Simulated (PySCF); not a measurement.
# H2Yb (Yb(H)2): the cost of one run

Program: PySCF 2.14.0. Level of theory: PBE0, Yb def2-SVP with ECP28, H def2-SVP; scalar-relativistic core potentials, no spin–orbit coupling. These are calculated values, not measurements.

1 further run of the same task is left out (for a known fault of the program).

### 1 Starting geometry

3 atoms, charge 0, spin multiplicity 1.

Bond lengths: Yb1–H2 2.298 Å, Yb1–H3 2.298 Å. Angles: H2–Yb1–H3 131.8°.

Geometry (Å):

```xyz
3

Yb    0.0000    0.0000    0.0000
H     2.0971    0.0000    0.9385
H    -2.0971    0.0000    0.9385
```

Formal oxidation states: Yb +2.

### 2 SCF at the start, singlet

Contents of run.py (the lines that set the calculation):

```python
mol = gto.M(atom='''
Yb     0.00000     0.00000     0.00000
H      2.09710     0.00000     0.93850
H     -2.09710     0.00000     0.93850''',
    basis={'Yb': 'def2-SVP', 'H': 'def2-SVP'},
    ecp={'Yb': 'def2-SVP'},
    charge=0, spin=0)
mf = dft.RKS(mol, xc='PBE0')
mf.grids.atom_grid = (50, 194)  # f atoms: unpruned, at least (60, 302)
mf = mf.density_fit()  # fitting sets: Yb def2-universal-JKFIT, H def2-universal-JKFIT
mf.conv_tol = 1e-08; mf.max_cycle = 55
mf.kernel(dm0)  # dm0: free metal ions and neutral atoms
```

On the command line:

```bash
OMP_NUM_THREADS=2 python run.py
```

**Question.** How long does this run take on 2 threads of Arm Neoverse V1, shared host, and how much memory does it need?

About 7.1 s, with a peak of 0.38 GiB.
